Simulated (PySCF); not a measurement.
**A gas-phase reaction: GeH4S + Cl4Si → Cl3GeH3SSi + ClH**

What reaction energy should one expect for `[SH][GeH3]` + `Cl[Si](Cl)(Cl)Cl` → `Cl[Si](Cl)(Cl)[S][GeH3]` + `Cl`?

Computed with PySCF 2.14.0; each step states its level. No surroundings beyond the atoms listed, unless a continuum is named. Atoms count from 0, parts from 1.

### Step 1. The system as given

Each species was relaxed by itself at PBE0-D3(BJ)/def2-SVP.

### Step 2. Energies of the species: wB97M-D3(BJ)/def2-TZVP

What the job is given:

```
{"job": {"kind": "react", "xc": "wB97M-D3(BJ)", "basis": "def2-TZVP"}, "charge": 0, "multiplicity": 1}
-1 GeH4S charge 0 multiplicity 1
Ge    -0.564310     0.029890    -0.049550
S      1.489090    -0.797140    -0.317970
H     -0.920790     0.125170     1.444720
H     -1.485190    -0.973000    -0.757960
H     -0.680290     1.419700    -0.700700
H      2.097000     0.206600     0.351470

-1 Cl4Si charge 0 multiplicity 1
Cl     1.646780    -0.017190    -1.187270
Si    -0.001830     0.000390     0.004500
Cl    -0.560050     1.924200     0.360750
Cl     0.425680    -0.919910     1.767990
Cl    -1.519430    -0.985710    -0.924610

+1 Cl3GeH3SSi charge 0 multiplicity 1
Ge     1.842370     0.259720     0.020980
S      0.245390    -1.112210    -0.787930
Si    -1.540200    -0.247220    -0.076640
Cl    -2.786500     0.185620    -1.640400
Cl    -1.209210     1.492590     0.970420
Cl    -2.527560    -1.544040     1.160870
H      3.118550    -0.417710    -0.496490
H      1.789670     0.267900     1.552400
H      1.667470     1.661090    -0.573340

+1 ClH charge 0 multiplicity 1
Cl     0.642910    -0.007120     0.005800
H     -0.642010     0.007970    -0.005670
```

Level: wB97M-D3(BJ)/def2-TZVP reaction energy of separated species, gas phase.

On the command line:

```console
OMP_NUM_THREADS=1 python cluster_run.py task.json out
```

One launch serves the whole session: the jobs run in the order shown.

**Question.** The jobs that follow are: PBE0-D3(BJ)/def2-TZVP reaction energy of separated species, gas phase. Predict: reaction energy (wB97M-D3(BJ)/def2-TZVP); ΔH, ΔG at 298 K (xTB thermal terms). Thermal terms come from harmonic xTB runs on each species.

**Answer**, as computed:

```
                                                quantity                  value
                reaction energy (wB97M-D3(BJ)/def2-TZVP)          6.97 kcal/mol
                     ΔH, ΔG at 298 K (xTB thermal terms)    +6.9, +7.8 kcal/mol
range of the reaction energy over the runs of this table  5.58 to 6.97 kcal/mol
```

**Reading.** The reaction is endothermic by 6.9 kcal/mol in the gas phase; dispersion gives -1.40, and xTB itself gave 8.94 for the electronic energy (xTB energies and thermal terms come from the earlier relaxation of each species, not shown). No barrier was sought. The reaction energy runs from 5.58 (PBE0-D3(BJ)/def2-TZVP) to 6.97 kcal/mol (wB97M-D3(BJ)/def2-TZVP).
